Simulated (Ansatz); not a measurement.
# Pt: the cost of one run

Computed with Ansatz 0.2.0 (DFT PBEsol, scalar-relativistic, plane waves, PAW, unless a step's input says otherwise).

This is Pt in the hcp structure; at room conditions it is fcc.

1 further run of the same task is left out (it didn't finish).

### Step 1. The starting structure

Symmetry: P6_3/mmc, No. 194, hexagonal system. Conventional cell: a = 2.761 Å, b = 2.761 Å, c = 4.792 Å, α = 90.00°, β = 90.00°, γ = 120.00°. Around Pt (site symmetry -6m2) lie 12 Pt at 2.76 to 2.88 Å.

Coordinates:

```cif
data_structure
_symmetry_space_group_name_H-M 'P6_3/mmc'
_symmetry_Int_Tables_number 194
_cell_length_a 2.7607
_cell_length_b 2.7607
_cell_length_c 4.7921
_cell_angle_alpha 90.000
_cell_angle_beta 90.000
_cell_angle_gamma 120.000
_cell_volume 31.63
loop_
_atom_site_label
_atom_site_type_symbol
_atom_site_symmetry_multiplicity
_atom_site_Wyckoff_symbol
_atom_site_fract_x
_atom_site_fract_y
_atom_site_fract_z
_atom_site_occupancy
Pt1 Pt 2 c 0.66667 0.33333 0.75000 1
```

The structure comes from the Materials Project (structure only).

### Step 2. The base run

input.yaml reads:

```yaml
crystal:
  lattice:
    - [2.7606656158, 0.0, 0.0]
    - [-1.3803328079, 2.3908065546, 0.0]
    - [0.0, 0.0, 4.792134]
  atoms:
    - { symbol: Pt, position: [0.66666667, 0.33333333, 0.75] }
    - { symbol: Pt, position: [0.33333333, 0.66666667, 0.25] }
basis:
  ecutwfc: 500
  fft_grid_basis: typed
kpoints:
  mp_grid: { grid: [15, 15, 8] }
hamiltonian:
  xc: pbesol
  pseudopotentials: { kind: paw }
scf:
  occupations: { method: gaussian, width: 0.05 }
output:
  forces: true
  stress: true
  eigenvalues: true
  bader: true
  write_density: true
  volumetric_format: npy
  elf: true
```

Command:

```sh
$ ansatz run input.yaml --threads 2 --pin off --max-ram 4096MiB --backend cpu --events-out ev --progress --plain --runs-dir out
```

Q: Estimate wall time and peak memory on 2 threads of Arm Neoverse N1, shared host.

About 13 s, with a peak of 0.38 GiB.
